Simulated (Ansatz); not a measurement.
# Ga₂N₂H₆: basis-set convergence

An exercise on one series of results from a longer session: the logs are not shown, and one member is left open.

Program: Ansatz 0.2.0, Gaussian basis. Level of theory: one geometry, several basis sets. These are calculated values, not measurements.

Plan: PBE0-D4/def2-SVP; ωB97M-V/def2-SVP; PBE0-D4/def2-QZVPP; ωB97M-V/def2-QZVPP; the functionals' def2-TZVPP values are taken from earlier runs.

## The geometry

The geometry comes from an earlier relaxation with PBE0-D4 in a triple-zeta def2 set; it is a stationary point, not always the lowest conformer.

SMILES `[NH2][Ga]([NH2])[GaH2]`, 10 atoms, charge 0, spin multiplicity 1.

Atoms are counted from 1 here; the program's logs count them from 0.

Bond lengths: N1–Ga2 1.827 Å, N1–H5 1.006 Å, N1–H6 1.005 Å, Ga2–N3 1.827 Å, Ga2–Ga4 2.455 Å, N3–H7 1.005 Å, N3–H8 1.006 Å, Ga4–H9 1.577 Å, Ga4–H10 1.577 Å. Angles: Ga2–N1–H5 123.7°, Ga2–N1–H6 123.6°, H5–N1–H6 111.4°, N1–Ga2–N3 113.6°, N1–Ga2–Ga4 123.2°, N3–Ga2–Ga4 123.2°, Ga2–N3–H7 123.6°, Ga2–N3–H8 123.7°, H7–N3–H8 111.4°, Ga2–Ga4–H9 122.2°, Ga2–Ga4–H10 122.2°, H9–Ga4–H10 115.7°.

Set-up of the first run:

in.yaml

```yaml
crystal:
  periodic: [false, false, false]
  atoms:
    - {symbol: N, position_ang: [-1.796638, 0.293877, -0.648576]}
    - {symbol: Ga, position_ang: [-0.122108, -0.124795, -0.049070]}
    - {symbol: N, position_ang: [0.206186, -1.921393, 0.007575]}
    - {symbol: Ga, position_ang: [1.529340, 1.565123, 0.616543]}
    - {symbol: H, position_ang: [-2.447780, -0.384400, -1.007459]}
    - {symbol: H, position_ang: [-2.098117, 1.231954, -0.845448]}
    - {symbol: H, position_ang: [1.031898, -2.323006, 0.415674]}
    - {symbol: H, position_ang: [-0.490930, -2.623239, -0.177573]}
    - {symbol: H, position_ang: [2.565947, 2.173775, -0.404755]}
    - {symbol: H, position_ang: [1.622213, 2.112114, 2.093089]}
basis:
  gaussian: {orbitals: def2-SVP}
hamiltonian: {xc: pbe0, dispersion: d4}
output: {orbitals: {seedname: orbitals}}
```

Launch:

```sh
$ ansatz run in.yaml --threads 4 --pin off --events-out ev --progress --plain --max-ram 10444MiB
```

Steps of the session up to this table: PBE0-D4 in def2-SVP; ωB97M-V in def2-SVP; PBE0-D4 in def2-QZVPP; ωB97M-V in def2-QZVPP.

One of the session's tables, all rows but one given; the rest of the session is left out.

It belongs to the step «Density functionals: the series». 

```
functional       basis  HOMO (eV)  LUMO (eV)
   PBE0-D4    def2-SVP      -6.39      -1.94
   PBE0-D4  def2-TZVPP      -6.66      -2.02
   PBE0-D4  def2-QZVPP      -6.72      -2.07
   ωB97M-V    def2-SVP      -8.73      -0.22
   ωB97M-V  def2-TZVPP          ?          ?
   ωB97M-V  def2-QZVPP      -9.07      -0.47
```

**Question.** Estimate the row for ωB97M-V, def2-TZVPP.

As computed: HOMO (eV): -9.00; LUMO (eV): -0.34. In the column «HOMO (eV)» it lies between ωB97M-V, def2-QZVPP (-9.07) and ωB97M-V, def2-SVP (-8.73).
